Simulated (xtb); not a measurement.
# C3H8GaN (SMILES C=C[N](C)[GaH2]): GFN2-xTB

Wanted: a structure relaxation of C3H8GaN. 

The results are computed with xtb 6.7.1.

4 further runs of the same task are left out: 4 set aside as unsound or not needed.

## 1. Starting point

C3H8GaN: 13 atoms, total charge 0, spin state singlet. As SMILES, `C=C[N](C)[GaH2]`. All atoms were displaced at random from a relaxed shape. The run starts from this shape.

Bond lengths: C1–C2 1.389 Å, C2–N3 1.345 Å, N3–C4 1.579 Å, N3–Ga5 1.900 Å, C1–H6 1.028 Å, C1–H7 1.122 Å, C2–H8 0.977 Å, C4–H9 1.103 Å, C4–H10 1.205 Å, C4–H11 1.056 Å, Ga5–H12 1.497 Å, Ga5–H13 1.566 Å. Some angles: C1–C2–N3 114.5°, C2–N3–C4 117.8°, C2–N3–Ga5 128.9°, C4–N3–Ga5 112.9°, C1–C2–H8 123.6°, N3–C2–H8 121.4°, C2–C1–H6 115.5°, C2–C1–H7 128.5°, N3–C4–H9 101.4°, N3–C4–H10 106.1°.

## 2. A structure relaxation at GFN2-xTB

mol.xyz reads:

```xyz
13

C     -1.125750     1.532430     0.816980
C     -1.169910     0.228960     0.339280
N      0.016380    -0.254560    -0.071730
C      0.105130    -1.792480    -0.418970
Ga     1.611830     0.690300    -0.486950
H     -2.035880     1.947960     1.054520
H     -0.231140     2.129060     1.136870
H     -2.000170    -0.265250     0.191940
H     -0.677720    -1.887420    -1.190150
H     -0.336960    -2.376370     0.538390
H      1.087970    -2.031150    -0.723890
H      1.663990     2.186290    -0.499050
H      2.906160    -0.176810    -0.642860
```

On the command line:

```
$ xtb mol.xyz --opt extreme -P 1 > run.log
```

Q: Predict the results. Wanted: total energy at the end; dipole moment; HOMO energy; LUMO energy; HOMO–LUMO gap; dispersion energy; mean polarisability.

Computed results:

Level: GFN2-xTB.

| quantity | value |
| --- | --- |
| total energy at the end | -14.57701 Eh |
| dipole moment | 1.13 D |
| HOMO energy | -9.41 eV |
| LUMO energy | -6.06 eV |
| HOMO–LUMO gap | 3.34 eV |
| dispersion energy | -20.96 kJ/mol |
| mean polarisability (D4 model) | 85.5 bohr³ |

What this shows: At the final geometry: Bond lengths: C1–C2 1.331 Å, C2–N3 1.383 Å, N3–C4 1.455 Å, N3–Ga5 1.855 Å, C1–H6 1.074 Å, C1–H7 1.086 Å, C2–H8 1.087 Å, C4–H9 1.096 Å, C4–H10 1.095 Å, C4–H11 1.097 Å, Ga5–H12 1.552 Å, Ga5–H13 1.561 Å. Some angles: C1–C2–N3 123.3°, C2–N3–C4 116.8°, C2–N3–Ga5 122.8°, C4–N3–Ga5 120.0°, C1–C2–H8 120.8°, N3–C2–H8 115.9°, C2–C1–H6 121.9°, C2–C1–H7 120.3°, N3–C4–H9 111.7°, N3–C4–H10 111.2°. The optimisation took 15 steps and changed the energy by -1.079 eV.
